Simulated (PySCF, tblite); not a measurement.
**C₄H₅ClO₂: geometry, infrared bands and NMR shifts**

What infrared bands and NMR shifts should C₄H₅ClO₂ (`O=C1OC[C@@H]1CCl`) show?

Programs: tblite 0.8.0 and PySCF 2.14.0, with density-fitted response routines of our own. Each step states its level of theory. These are calculated values for one molecule in the gas phase, unless marked as measured. Atoms are numbered from 0 throughout.

### Step 1. The starting structure

12 atoms, charge 0, multiplicity 1; geometry from: force field or distance geometry start.

Bonds of the start (Å): O0–C1 1.21, C1–O2 1.34, O2–C3 1.45, C3–C4 1.55, C4–C5 1.51, C5–Cl6 1.79, C4–C1 1.54, C3–H7 1.09, C3–H8 1.09, C4–H9 1.09, C5–H10 1.10, C5–H11 1.09.

### Step 2. Relaxing the molecule with GFN2-xTB

What the job is given:

```
{"job": {"kind": "relax", "xc": "GFN2-xTB", "basis": "xTB"}, "charge": 0, "multiplicity": 1}
O     -1.534600    -1.991000     0.460100
C     -1.202800    -0.869300     0.134400
O     -1.771100    -0.026400    -0.732400
C     -0.751400     0.989900    -0.545800
C     -0.047000     0.078400     0.488100
C      1.308700    -0.458400     0.112100
Cl     2.528600     0.837900     0.258400
H     -0.205500     1.193800    -1.462400
H     -1.162300     1.906300    -0.131500
H     -0.117000     0.442700     1.517500
H      1.608700    -1.268500     0.786700
H      1.347000    -0.836100    -0.911200
```

Launch:

```bash
$ OMP_NUM_THREADS=1 python probes_run.py task.json out
```

The driver reads the jobs from task.json and runs them one after another.

**Question.** This job is followed by: GFN2-xTB harmonic vibrations, gas phase; GIAO PBE0/pcSseg-1 NMR shielding, non-relativistic, gas phase. What will the session give for the following? strongest single infrared mode (GFN2-xTB); zero-point energy (GFN2-xTB); ¹³C shifts against TMS (PBE0/pcSseg-1); ¹H shifts against TMS (PBE0/pcSseg-1); ¹⁷O shifts against H2O (PBE0/pcSseg-1); ³⁵Cl shifts against HCl (PBE0/pcSseg-1); surface potential, 1st and 99th percentile.

The runs gave:

| quantity | value |
| --- | --- |
| strongest single infrared mode (GFN2-xTB) | 1896 cm⁻¹, 690 km/mol |
| zero-point energy (GFN2-xTB) | 53.6 kcal/mol |
| ¹³C shifts against TMS (PBE0/pcSseg-1) | 171.0, 66.3, 60.1, 49.7 ppm |
| ¹H shifts against TMS (PBE0/pcSseg-1) | 4.44, 4.10, 4.08, 3.82, 3.72 ppm |
| ¹⁷O shifts against H2O (PBE0/pcSseg-1) | 431.5, 276.8 ppm |
| ³⁵Cl shifts against HCl (PBE0/pcSseg-1) | 89 ppm |
| surface potential, 1st and 99th percentile | -1.52 V and 1.49 V |

**Reading.** Relaxing lowered the energy by 0.056 eV in 25 steps; the close pair that moved most is O0–C1, from 1.214 to 1.186 Å. All 30 modes are real, so the xTB geometry is a minimum. The strongest single mode, at 1896 cm⁻¹, moves mainly C1 and O0. GFN2-xTB is a fitted tight-binding method: band positions and strengths are rough. Its intensities can rank the bands wrongly. The most deshielded carbon is C1 (ester carbonyl carbon), at 171.0 ppm: it is a carbonyl in resonance with an O or N lone pair, the region of acids, esters and amides. At PBE0/pcSseg-1: The widest tensor belongs to O0: span 558 ppm, with a paramagnetic part of -494 ppm. At PBE0/pcSseg-1, counted by nearest atom on the grid, the HOMO lies on O0 50 %; Cl6 14 %, the LUMO on C1 30 %; O0 19 %.
